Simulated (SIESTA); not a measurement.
## Ba3PbO under changes of volume

One of the cells (33.187 Å³/atom); the others are scaled copies at fixed shape and fractional positions:

```
Pb Ba O
1.0
     5.49515    0.00000    0.00000
     0.00000    5.49515    0.00000
     0.00000    0.00000    5.49515
Pb Ba O
1 3 1
Direct
  0.00000 0.00000 0.00000
  0.50000 0.50000 0.00000
  0.50000 0.00000 0.50000
  0.00000 0.50000 0.50000
  0.50000 0.50000 0.50000
```

| Quantity | Value |
| --- | --- |
| Program | SIESTA 5.4.2 |
| Functional | PBEsol |
| Potentials or basis | PseudoDojo 0.4 standard (PBEsol files) |
| Basis | DZP (energy shift 0.003 Ry; two zetas on semicore shells; d shell added on Ba) |
| Grid cutoff | 800 Ry |
| Energy shift | 0.003 Ry |
| k mesh | 5 × 5 × 5 |
| Occupations | fermi-dirac, width 0.05 eV |
| Spin | no spin polarisation |

```tsv
volume (Å³/atom)	energy over the lowest point (meV/atom)	pressure (GPa)
30.584	11.20	2.4
31.235	3.53	1.4
31.886	0.00	0.4
33.187	3.81	-1.2
33.838	10.29	-1.9
34.489	?	?
```

Task: What does the run at 34.489 Å³/atom give?

Result: Energy over the lowest point 19.44 meV/atom; pressure -2.5 GPa.

Worked out: A Birch-Murnaghan fit of order 3 (a polynomial in V^(-2/3)) to the other rows has its minimum at 32.17 Å³/atom with B0 = V·E''(V) = 43 GPa and B' = 4.8. It gives 19.41 meV/atom at 34.489 Å³/atom, against the run's 19.44, and -dE/dV = -2.5 GPa, against -2.5.

Energies are extrapolated to zero smearing.

Caveats: this set's barium file shifts pressures by up to 1 GPa against other sets; the basis of atomic orbitals isn't converged, which shifts pressures, moduli and gaps.
